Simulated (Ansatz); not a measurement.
# Si3N4: the cost of one run

Method: DFT r2SCAN, scalar-relativistic, plane waves, PAW, in Ansatz 0.2.0.

### 1 The starting structure

Symmetry: P6_3/m, No. 176, hexagonal system. The conventional cell has a = 7.605 Å, b = 7.605 Å, c = 2.905 Å, α = 90.00°, β = 90.00°, γ = 120.00°. Si (site symmetry m) has 4 N at 1.73 to 1.74 Å as nearest neighbours. N (site symmetry -6) is surrounded by 3 Si at 1.73 Å. Around N (site symmetry m) lie 3 Si at 1.73 to 1.74 Å.

Structure file:

```cif
data_structure
_symmetry_space_group_name_H-M 'P 1'
_symmetry_Int_Tables_number 1
_cell_length_a 7.6045
_cell_length_b 7.6045
_cell_length_c 2.9052
_cell_angle_alpha 90.000
_cell_angle_beta 90.000
_cell_angle_gamma 120.000
_cell_volume 145.50
loop_
_atom_site_label
_atom_site_type_symbol
_atom_site_fract_x
_atom_site_fract_y
_atom_site_fract_z
_atom_site_occupancy
Si1 Si 0.23108 0.82495 0.75000 1
Si2 Si 0.40614 0.23108 0.25000 1
Si3 Si 0.82495 0.59386 0.25000 1
Si4 Si 0.17505 0.40614 0.75000 1
Si5 Si 0.59386 0.76892 0.75000 1
Si6 Si 0.76892 0.17505 0.25000 1
N1 N 0.33333 0.66667 0.75000 1
N2 N 0.66667 0.33333 0.25000 1
N3 N 0.96919 0.66985 0.75000 1
N4 N 0.29934 0.96919 0.25000 1
N5 N 0.66985 0.70066 0.25000 1
N6 N 0.33015 0.29934 0.75000 1
N7 N 0.03081 0.33015 0.25000 1
N8 N 0.70066 0.03081 0.75000 1
```

This is candidate A: structure listed in a database for this formula (P6_3/m, No. 176).

(A quick probe on a coarse mesh, which set the mesh and smearing, is not shown.)

### 3 Full relaxation (candidate A)

The input, input.yaml:

```yaml
crystal:
  lattice:
    - [7.6045444357, 0.0, 0.0]
    - [-3.8022722179, 6.5857286656, 0.0]
    - [0.0, 0.0, 2.90519908]
  atoms:
    - { symbol: Si, position: [0.23108243, 0.82494615, 0.75] }
    - { symbol: Si, position: [0.40613628, 0.23108243, 0.25] }
    - { symbol: Si, position: [0.82494615, 0.59386372, 0.25] }
    - { symbol: Si, position: [0.17505385, 0.40613628, 0.75] }
    - { symbol: Si, position: [0.59386372, 0.76891757, 0.75] }
    - { symbol: Si, position: [0.76891757, 0.17505385, 0.25] }
    - { symbol: "N", position: [0.33333333, 0.66666667, 0.75] }
    - { symbol: "N", position: [0.66666667, 0.33333333, 0.25] }
    - { symbol: "N", position: [0.96919449, 0.6698534, 0.75] }
    - { symbol: "N", position: [0.29934109, 0.96919449, 0.25] }
    - { symbol: "N", position: [0.6698534, 0.70065891, 0.25] }
    - { symbol: "N", position: [0.3301466, 0.29934109, 0.75] }
    - { symbol: "N", position: [0.03080551, 0.3301466, 0.25] }
    - { symbol: "N", position: [0.70065891, 0.03080551, 0.75] }
basis:
  ecutwfc: 500
kpoints:
  mp_grid: { grid: [6, 6, 8] }
hamiltonian:
  xc: r2scan
scf:
  occupations: { method: gaussian, width: 0.02 }
output:
  forces: true
  stress: true
  eigenvalues: true
relax:
  adjacent_minimum: "off"
  f_tol: 0.01
  max_steps: 80
  cell: { stress_tol: 0.05 }
```

Command:

```bash
$ ansatz run input.yaml --threads 1 --pin off --max-ram 3072MiB --backend cpu --events-out ev --progress --plain --runs-dir out
```

**Question.** How long does this run take on 1 thread of Arm Neoverse V2, shared host, and how much memory does it need?

About 2.4 min, with a peak of 0.91 GiB.
